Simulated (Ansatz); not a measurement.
# Yb2Si4Ni2, 8 atoms: time against threads

Wanted: the time that a single point at r2SCAN takes for Yb2Si4Ni2, and how the time changes with the share of the machine.

Program: Ansatz 0.2.0 (single point, r2SCAN, plane waves PAW). Host: Arm Neoverse N1, 56 cores, 56 hardware threads, 90 GiB; it was booked for these runs alone, one at a time. Each run is timed once from launch to exit, start-up included.

### 1 The job

The cell holds 8 atoms in 132 Å³.

### 2 The reference run

Input file input.yaml:

```yaml
accuracy: high
crystal:
  lattice:
    - [2.037476, -8.442212, 0.000000]
    - [2.037476, 8.442212, 0.000000]
    - [0.000000, 0.000000, 3.842545]
  atoms:
    - { symbol: Yb, position: [0.890053, 0.109947, 0.250000] }
    - { symbol: Yb, position: [0.109947, 0.890053, 0.750000] }
    - { symbol: Si, position: [0.540401, 0.459599, 0.250000] }
    - { symbol: Si, position: [0.459599, 0.540401, 0.750000] }
    - { symbol: Si, position: [0.248353, 0.751647, 0.250000] }
    - { symbol: Si, position: [0.751647, 0.248353, 0.750000] }
    - { symbol: Ni, position: [0.675570, 0.324430, 0.250000] }
    - { symbol: Ni, position: [0.324430, 0.675570, 0.750000] }
kpoints:
  mp_grid: { grid: [11, 11, 11] }
hamiltonian:
  xc: r2scan
scf:
  occupations: { method: gaussian, width: 0.05 }
output: { forces: true, stress: true }
```

The run is started by

```bash
> taskset -c 8-63 ansatz run input.yaml --threads 28 --backend cpu --max-ram 64GiB --events-out ev --progress --plain --runs-dir out
```

The program printed:

```text
basis.fft_grid_basis auto: the FFT boxes are laid along the combinations [[1, 1, 0], [0, 1, 0], [0, 0, 1]] of the cell's own vectors, 4.075, 8.685 and 3.843 Å long. The dense box has 36×72×36 points. Along the cell's own vectors, as sized, it would have 72×72×
Engine: ansatz 0.2.0, aarch64-unknown-linux-gnu
Pseudopotentials: kind: paw
Pseudopotential: Yb, paw, valence charge 24, recommended cutoff 500 eV (meta_gga), Yb.paw.azcp
Pseudopotential: Si, paw, valence charge 4, recommended cutoff 500 eV (meta_gga), Si.paw.azcp
Pseudopotential: Ni, paw, valence charge 18, recommended cutoff 500 eV (meta_gga), Ni.paw.azcp
Functional definition: r2SCAN
  exchange = r2scan_x(k0 = k0, k1 = k1, a1 = a1)
  correlation = r2scan_c
Crystal: 8 atoms, lattice volume = 132.190 Å³
Basis set: ecut = 500 eV, 3339 PW (Γ), FFT grids on a1+a2, a2, a3, exchange–correlation on 180×360×180 points (125 copies of the dense FFT grid, shifted against one another)
Bands: 59, of which v1, the nominal top of the filled ones, is band 50 counted from 1 (49 counted from 0)
Symmetry: 8 space group operations
Space group: Cmcm (ITA 63), of the structure as read, at distance tolerance 5.1e-5 Å
k-points: 216 of 1331
Non-local potential: Yb, projectors of the file, l = 0: 3, l = 1: 2, l = 2: 2, l = 3: 3
Non-local potential: Si, projectors of the file, l = 0: 2, l = 1: 2, l = 2: 2
Non-local potential: Ni, projectors of the file, l = 0: 3, l = 1: 2, l = 2: 3, l = 3: 1
PAW form: soft (Blöchl's): semilocal exchange-correlation on the pseudo side does not see the compensation charge
PAW frozen core: Yb, regenerated for the run's functional (the file was generated under x = pbe(κ = 0.804, μ = 0.2195149727645171), c = pbe(β = 0.06672455060314922))
PAW frozen core: Si, regenerated for the run's functional (the file was generated under x = pbe(κ = 0.804, μ = 0.2195149727645171), c = pbe(β = 0.06672455060314922))
PAW frozen core: Ni, regenerated for the run's functional (the file was generated under x = pbe(κ = 0.804, μ = 0.2195149727645171), c = pbe(β = 0.06672455060314922))
PAW one-centre angular grid: Yb, 2702 points (default); XC on 160 Gauss nodes
PAW one-centre angular grid: Si, 302 points (default); XC on 160 Gauss nodes
PAW one-centre angular grid: Ni, 590 points (default); XC on 160 Gauss nodes
Initial density: superposition of atomic densities (neutral atoms: chi_scale 0, normalization atom), corrected by the library's trained network
Initial wavefunctions: pseudopotential atomic-orbital guess
Functional: x = r2scan, c = r2scan; τ floored in thin density (d = 2e-4 eV/Å³)
SCF iter   1: F=—  HF=-41864.591419 eV  |F-HF|=—  |Δ(HF+E_count)|=         —  Δρ=4.18e-2  dr2=2.10e0  dr2_τ=1.44e-1  ethr=1.77e-3  ⟨swp⟩=7.5  Hψ=54498  notcnv=0  defer=120
preconditioner: auto → Kerker (q_TF=auto, 2.604 Å⁻¹)  [metal: Δε(μ)=0.004 eV  Ē_g=8.933 eV  σ=0.050 eV  W_gap=0.04  n_scr=44 (ndim 8)  ℏωp=28.9 eV  f_vac=0.000  D(μ)=4.32/eV (n_scr^D=36)]
SCF iter   2: F=—  HF=-41869.601910 eV  |F-HF|=—  |Δ(HF+E_count)|=    5.01e0  Δρ=2.96e-1  dr2=1.14e2  dr2_τ=8.38e-2  ethr=1.77e-3  ⟨swp⟩=5.2  Hψ=30185  notcnv=0  defer=846  recentre
SCF iter   3: F=—  HF=-41864.680277 eV  |F-HF|=—  |Δ(HF+E_count)|=    4.92e0  Δρ=3.25e-2  dr2=1.28e0  dr2_τ=1.28e-2  ethr=1.77e-3  ⟨swp⟩=3.5  Hψ=28454  notcnv=0  defer=409
SCF iter   4: F=—  HF=-41864.520845 eV  |F-HF|=—  |Δ(HF+E_count)|=   1.59e-1  Δρ=9.73e-3  dr2=1.26e-1  dr2_τ=1.20e-3  ethr=1.28e-3  ⟨swp⟩=2.1  Hψ=17764  notcnv=0  defer=692
SCF iter   5: F=—  HF=-41864.510558 eV  |F-HF|=—  |Δ(HF+E_count)|=   1.03e-2  Δρ=3.23e-3  dr2=2.37e-2  dr2_τ=8.13e-5  ethr=1.26e-4  ⟨swp⟩=2.0  Hψ=13352  notcnv=0  defer=694
SCF iter   6: F=—  HF=-41864.511872 eV  |F-HF|=—  |Δ(HF+E_count)|=   1.31e-3  Δρ=5.46e-3  dr2=4.09e-2  dr2_τ=4.56e-5  ethr=2.37e-5  ⟨swp⟩=2.0  Hψ=19942  notcnv=0  defer=694  recentre
SCF iter   7: F=—  HF=-41864.511351 eV  |F-HF|=—  |Δ(HF+E_count)|=   5.22e-4  Δρ=2.71e-3  dr2=1.06e-2  dr2_τ=3.58e-5  ethr=2.37e-5  ⟨swp⟩=2.0  Hψ=15859  notcnv=0  defer=694
SCF iter   8: F=—  HF=-41864.510493 eV  |F-HF|=—  |Δ(HF+E_count)|=   8.58e-4  Δρ=1.44e-3  dr2=4.11e-3  dr2_τ=9.20e-6  ethr=1.06e-5  ⟨swp⟩=2.6  Hψ=23282  notcnv=0  defer=682
SCF iter   9: F=—  HF=-41864.510616 eV  |F-HF|=—  |Δ(HF+E_count)|=   1.23e-4  Δρ=2.07e-3  dr2=6.45e-3  dr2_τ=4.32e-6  ethr=4.11e-6  ⟨swp⟩=1.0  Hψ=12495  notcnv=0  defer=677
SCF iter  10: F=—  HF=-41864.510259 eV  |F-HF|=—  |Δ(HF+E_count)|=   3.57e-4  Δρ=2.07e-4  dr2=4.35e-5  dr2_τ=1.37e-6  ethr=4.11e-6  ⟨swp⟩=1.0  Hψ=12080  notcnv=0  defer=677
[... 3 lines left out ...]
SCF iter  14: F=—  HF=-41864.510282 eV  |F-HF|=—  |Δ(HF+E_count)|=   4.37e-7  Δρ=4.23e-5  dr2=1.87e-6  dr2_τ=5.72e-9  ethr=3.59e-9  ⟨swp⟩=2.3  Hψ=20833  notcnv=0  defer=677
SCF iter  15: F=—  HF=-41864.510282 eV  |F-HF|=—  |Δ(HF+E_count)|=   1.61e-7  Δρ=1.60e-5  dr2=3.44e-7  dr2_τ=8.57e-10  ethr=1.87e-9  ⟨swp⟩=2.0  Hψ=13167  notcnv=0  defer=677
iter 16 met the thresholds in force, and the SCF goes on for the forces or the stress (scf.convergence.dr2_threshold)
SCF iter  16: F=-41864.510282 eV  HF=-41864.510282 eV  |F-HF|=9.80e-9  |Δ(HF+E_count)|=   1.81e-8  Δρ=4.01e-6  dr2=1.70e-8  dr2_τ=1.59e-10  ethr=1.00e-10  ⟨swp⟩=3.4  Hψ=53925  notcnv=0
SCF iter  17: F=—  HF=-41864.510282 eV  |F-HF|=—  |Δ(HF+E_count)|=   1.82e-9  Δρ=2.17e-6  dr2=6.30e-9  dr2_τ=1.42e-11  ethr=1.70e-11  ⟨swp⟩=2.1  Hψ=20527  notcnv=0  defer=678
SCF iter  18: F=—  HF=-41864.510282 eV  |F-HF|=—  |Δ(HF+E_count)|=  6.18e-10  Δρ=6.00e-7  dr2=3.74e-10  dr2_τ=7.64e-12  ethr=6.30e-12  ⟨swp⟩=2.3  Hψ=18929  notcnv=0  defer=678
SCF iter  19: F=—  HF=-41864.510282 eV  |F-HF|=—  |Δ(HF+E_count)|=  2.76e-10  Δρ=1.50e-6  dr2=3.08e-9  dr2_τ=1.55e-12  ethr=1.00e-12  ⟨swp⟩=5.0  Hψ=52476  notcnv=0
SCF iter  20: F=—  HF=-41864.510282 eV  |F-HF|=—  |Δ(HF+E_count)|=  1.82e-10  Δρ=8.67e-7  dr2=9.60e-10  dr2_τ=1.76e-12  ethr=1.00e-12  ⟨swp⟩=2.0  Hψ=15212  notcnv=0  defer=678
SCF iter  21: F=—  HF=-41864.510282 eV  |F-HF|=—  |Δ(HF+E_count)|=  4.37e-11  Δρ=2.99e-7  dr2=1.13e-10  dr2_τ=7.21e-13  ethr=1.00e-12  ⟨swp⟩=1.0  Hψ=12059  notcnv=0  defer=678
SCF iter  22: F=-41864.510282 eV  HF=-41864.510282 eV  |F-HF|=0.00e0  |Δ(HF+E_count)|=  1.46e-11  Δρ=9.75e-8  dr2=1.19e-11  dr2_τ=6.10e-14  ethr=1.00e-12  ⟨swp⟩=4.0  Hψ=45013  notcnv=0
SCF 1 converged in 22 iterations: F = -41864.510282 eV  dr2 = 1.19e-11
SCF converged after 22 iterations
Free energy (F): -41864.510282 eV
Harris-Foulkes:  -41864.510282 eV  (|F-HF|=0.00e0)
Internal energy: -41864.502944 eV  (E = F + TS)
E sigma→0 (E₀):  -41864.506613 eV
Entropy (-TS):   -0.007338 eV (-0.917 meV/atom)
Fermi energy:    13.170940 eV
--- Per-component energies (eV) ---
  E_band       = -578.344816
  E_kinetic    = 1459.319403
  E_local      = -22191.305820  (includes V_loc(G=0)·N_el)
  E_nonlocal   = 2438.432969
  E_hartree    = 9717.990584
  E_xc         = -696.575152
  E_vxc        = -908.978370  (∫ρ·V_xc dr)
  E_paw        = -20077.845976  (= ΣΔE_a)
  E_vpaw       = -866.803503  (= ΣTr[D̂ρ^β])
  E_aug_tail   = 0.000499  (compensation charges beyond the density's cutoff)
  E_vtau       = 55.009208  (kinetic-family band-sum trace: ∫τ·v_τ [+ j·A + Jᵃ·Aᵃ] dr)
  E_ewald      = -12515.311996
  E_core_change = 0.792543  (= ΣΔE_core)
  E_smearing   = -0.007338  (= −TS)
  E_closure    = -0.000000  (closes the sum)
  Σ components = -41864.510282   (vs F -41864.510282, Δ=0.00e0)
--- Forces (eV/Å), atoms counted from 1 ---
  atom   1  Yb    -0.00000000    -0.22214820     0.00000000
  atom   2  Yb     0.00000000     0.22214820     0.00000000
  atom   3  Si     0.00000000    -0.19017220     0.00000000
  atom   4  Si    -0.00000000     0.19017220     0.00000000
  atom   5  Si    -0.00000000    -0.07341776     0.00000000
  atom   6  Si     0.00000000     0.07341776     0.00000000
  atom   7  Ni    -0.00000000    -0.23678864     0.00000000
  atom   8  Ni     0.00000000     0.23678864     0.00000000
  max |Σ_I F_I| component: 2.78e-17 eV/Å
--- Stress (GPa, compression-positive) ---
       -4.914407       0.000000      -0.000000
        0.000000      -4.506832      -0.000000
       -0.000000      -0.000000      -0.070231
  P = ⅓ Tr σ = -3.1638 GPa (-31.638 kbar)
```

Wall time 31 s, CPU time 14 min, peak memory 3.6 GiB, 22 SCF iterations in all (28 threads).

Size of the job: 216 k-points, 3339 plane waves, 59 bands, 100 valence electrons, 8 symmetry operations.

Where the time went (the program's own counters):

| phase | seconds | share of the wall time |
| --- | --- | --- |
| diag | 22 | 70 % |
| density | 3.1 | 10 % |
| stress | 2.8 | 9 % |
| eigenvalue_check | 1.8 | 6 % |
| complement_search | 1.4 | 5 % |

### 3 On 4 threads

input.yaml is that of step 2.

The run is started by

```bash
> taskset -c 8-63 ansatz run input.yaml --threads 4 --backend cpu --max-ram 64GiB --events-out ev --progress --plain --runs-dir out
```

The program printed:

```text
basis.fft_grid_basis auto: the FFT boxes are laid along the combinations [[1, 1, 0], [0, 1, 0], [0, 0, 1]] of the cell's own vectors, 4.075, 8.685 and 3.843 Å long. The dense box has 36×72×36 points. Along the cell's own vectors, as sized, it would have 72×72×
pinning: not binding workers (pin `auto` leaves the workers unbound: those that work in every phase are 16 at the most and take half of the cores in the planning thread's mask or fewer, and bound, runs started alike would share the same CPUs; alone on the mach
[... 8 set-up lines as earlier in the session ...]
Crystal: 8 atoms, lattice volume = 132.190 Å³
Basis set: ecut = 500 eV, 3339 PW (Γ), FFT grids on a1+a2, a2, a3, exchange–correlation on 180×360×180 points (125 copies of the dense FFT grid, shifted against one another)
Bands: 59, of which v1, the nominal top of the filled ones, is band 50 counted from 1 (49 counted from 0)
[... 2 set-up lines as earlier in the session ...]
k-points: 216 of 1331
[... 13 set-up lines as earlier in the session ...]
SCF iter   1: F=—  HF=-41864.591419 eV  |F-HF|=—  |Δ(HF+E_count)|=         —  Δρ=4.18e-2  dr2=2.10e0  dr2_τ=1.44e-1  ethr=1.77e-3  ⟨swp⟩=7.5  Hψ=54498  notcnv=0  defer=120
preconditioner: auto → Kerker (q_TF=auto, 2.604 Å⁻¹)  [metal: Δε(μ)=0.004 eV  Ē_g=8.933 eV  σ=0.050 eV  W_gap=0.04  n_scr=44 (ndim 8)  ℏωp=28.9 eV  f_vac=0.000  D(μ)=4.32/eV (n_scr^D=36)]
SCF iter   2: F=—  HF=-41869.601910 eV  |F-HF|=—  |Δ(HF+E_count)|=    5.01e0  Δρ=2.96e-1  dr2=1.14e2  dr2_τ=8.38e-2  ethr=1.77e-3  ⟨swp⟩=5.2  Hψ=30185  notcnv=0  defer=846  recentre
SCF iter   3: F=—  HF=-41864.680272 eV  |F-HF|=—  |Δ(HF+E_count)|=    4.92e0  Δρ=3.25e-2  dr2=1.28e0  dr2_τ=1.28e-2  ethr=1.77e-3  ⟨swp⟩=3.5  Hψ=28452  notcnv=0  defer=409
[... 17 lines left out ...]
SCF iter  20: F=—  HF=-41864.510282 eV  |F-HF|=—  |Δ(HF+E_count)|=  1.89e-10  Δρ=8.53e-7  dr2=9.30e-10  dr2_τ=1.72e-12  ethr=1.00e-12  ⟨swp⟩=2.0  Hψ=15230  notcnv=0  defer=678
SCF iter  21: F=—  HF=-41864.510282 eV  |F-HF|=—  |Δ(HF+E_count)|=  5.82e-11  Δρ=3.02e-7  dr2=1.15e-10  dr2_τ=7.76e-13  ethr=1.00e-12  ⟨swp⟩=1.0  Hψ=12059  notcnv=0  defer=678
SCF iter  22: F=-41864.510282 eV  HF=-41864.510282 eV  |F-HF|=1.46e-11  |Δ(HF+E_count)|=  1.46e-11  Δρ=9.85e-8  dr2=1.25e-11  dr2_τ=6.19e-14  ethr=1.00e-12  ⟨swp⟩=4.0  Hψ=44742  notcnv=0
SCF 1 converged in 22 iterations: F = -41864.510282 eV  dr2 = 1.25e-11
SCF converged after 22 iterations
Free energy (F): -41864.510282 eV
Harris-Foulkes:  -41864.510282 eV  (|F-HF|=1.46e-11)
Internal energy: -41864.502944 eV  (E = F + TS)
E sigma→0 (E₀):  -41864.506613 eV
Entropy (-TS):   -0.007338 eV (-0.917 meV/atom)
Fermi energy:    13.170940 eV
--- Per-component energies (eV) ---
  E_band       = -578.344809
  E_kinetic    = 1459.319407
  E_local      = -22191.305729  (includes V_loc(G=0)·N_el)
  E_nonlocal   = 2438.432969
  E_hartree    = 9717.990506
  E_xc         = -696.575154
  E_vxc        = -908.978374  (∫ρ·V_xc dr)
  E_paw        = -20077.845990  (= ΣΔE_a)
  E_vpaw       = -866.803502  (= ΣTr[D̂ρ^β])
  E_aug_tail   = 0.000499  (compensation charges beyond the density's cutoff)
  E_vtau       = 55.009209  (kinetic-family band-sum trace: ∫τ·v_τ [+ j·A + Jᵃ·Aᵃ] dr)
  E_ewald      = -12515.311996
  E_core_change = 0.792543  (= ΣΔE_core)
  E_smearing   = -0.007338  (= −TS)
  E_closure    = -0.000000  (closes the sum)
  Σ components = -41864.510282   (vs F -41864.510282, Δ=0.00e0)
--- Forces (eV/Å), atoms counted from 1 ---
  atom   1  Yb    -0.00000000    -0.22214823     0.00000000
  atom   2  Yb     0.00000000     0.22214823     0.00000000
  atom   3  Si     0.00000000    -0.19017223     0.00000000
  atom   4  Si    -0.00000000     0.19017223     0.00000000
  atom   5  Si    -0.00000000    -0.07341775     0.00000000
  atom   6  Si     0.00000000     0.07341775     0.00000000
  atom   7  Ni    -0.00000000    -0.23678864     0.00000000
  atom   8  Ni     0.00000000     0.23678864     0.00000000
  max |Σ_I F_I| component: 6.94e-18 eV/Å
--- Stress (GPa, compression-positive) ---
       -4.914408       0.000000      -0.000000
        0.000000      -4.506833      -0.000000
       -0.000000      -0.000000      -0.070232
  P = ⅓ Tr σ = -3.1638 GPa (-31.638 kbar)
```

Wall time 3 min, CPU time 12 min, peak memory 2.2 GiB, 22 SCF iterations in all (4 threads).

### 4 Scaling over threads

| threads | wall time | speed-up | efficiency | CPU time |
| --- | --- | --- | --- | --- |
| 4 | 3 min | 1 | 100 % | 12 min |
| 28 | 31 s | 5.8 | 82 % | 14 min |

### 5 Results

```
                     quantity                 value
                    reference    31 s on 28 threads
         fastest over threads            31 s on 28
speed-up from 4 to 28 threads  5.8 (82 % efficient)
```

In words: Going from 4 to 28 threads cuts the time by a factor of 5.8, 82 % of the ideal. In the reference run the eigensolver takes 70 % of the time. The figures hold for this build, input and host.
